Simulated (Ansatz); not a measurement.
**CH₆InNSe: basis-set convergence**

One table from this session's results is given with a row withheld; the runs are named, their logs left out.

Computed with Ansatz 0.2.0, Gaussian basis. Level: one geometry, several basis sets.

Levels to be run: PBE0-D4/def2-SVP; ωB97M-V/def2-SVP; PBE0-D4/def2-QZVPP; ωB97M-V/def2-QZVPP; the functionals' def2-TZVPP values are taken from earlier runs.

**The geometry**

An earlier PBE0-D4 in a triple-zeta def2 set relaxation fixed the geometry. In takes the def2 core potential; no spin-orbit term is included.

SMILES `[NH2][InH][CH2][SeH]`, 10 atoms, charge 0, spin multiplicity 1.

Atoms are counted from 1 here; the program's logs count them from 0.

Bond lengths: N1–In2 2.013 Å, N1–H5 1.006 Å, N1–H6 1.007 Å, In2–C3 2.150 Å, In2–H7 1.708 Å, C3–Se4 1.965 Å, C3–H8 1.088 Å, C3–H9 1.090 Å, Se4–H10 1.471 Å. Angles: In2–N1–H5 123.9°, In2–N1–H6 123.6°, H5–N1–H6 111.0°, N1–In2–C3 111.7°, N1–In2–H7 118.4°, C3–In2–H7 129.5°, In2–C3–Se4 105.0°, In2–C3–H8 116.2°, In2–C3–H9 111.7°, Se4–C3–H8 109.7°, Se4–C3–H9 104.5°, H8–C3–H9 109.0°, C3–Se4–H10 96.3°.

Set-up of the first run:

File in.yaml:

```yaml
crystal:
  periodic: [false, false, false]
  atoms:
    - {symbol: N, position_ang: [-1.870588, -0.416067, 0.409192]}
    - {symbol: In, position_ang: [-0.497382, 0.975527, -0.072354]}
    - {symbol: C, position_ang: [1.303524, 0.083679, -0.836209]}
    - {symbol: Se, position_ang: [2.278430, -0.536404, 0.752645]}
    - {symbol: H, position_ang: [-2.778356, -0.201037, 0.786464]}
    - {symbol: H, position_ang: [-1.827386, -1.372120, 0.097393]}
    - {symbol: H, position_ang: [-0.816040, 2.604254, 0.330403]}
    - {symbol: H, position_ang: [1.173614, -0.742784, -1.531630]}
    - {symbol: H, position_ang: [1.961464, 0.826409, -1.286477]}
    - {symbol: H, position_ang: [1.155819, -1.272658, 1.353472]}
basis:
  gaussian: {orbitals: def2-SVP}
hamiltonian: {xc: pbe0, dispersion: d4}
output: {orbitals: {seedname: orbitals}}
```

On the command line:

```console
> ansatz run in.yaml --threads 4 --pin off --events-out ev --progress --plain --max-ram 10444MiB
```

Among the steps run: PBE0-D4 in def2-SVP; ωB97M-V in def2-SVP; PBE0-D4 in def2-QZVPP; ωB97M-V in def2-QZVPP.

One table of the session follows, with a row left open; its other results are not shown here.

It belongs to the step «Density functionals: the series». 

```
functional       basis  HOMO (eV)
   PBE0-D4    def2-SVP      -6.15
   PBE0-D4  def2-TZVPP      -6.30
   PBE0-D4  def2-QZVPP      -6.33
   ωB97M-V    def2-SVP      -8.28
   ωB97M-V  def2-TZVPP          ?
   ωB97M-V  def2-QZVPP      -8.47
```

**Question.** Estimate the row for ωB97M-V, def2-TZVPP.

As computed: HOMO (eV): -8.44. In the column «HOMO (eV)» it lies between ωB97M-V, def2-QZVPP (-8.47) and ωB97M-V, def2-SVP (-8.28).
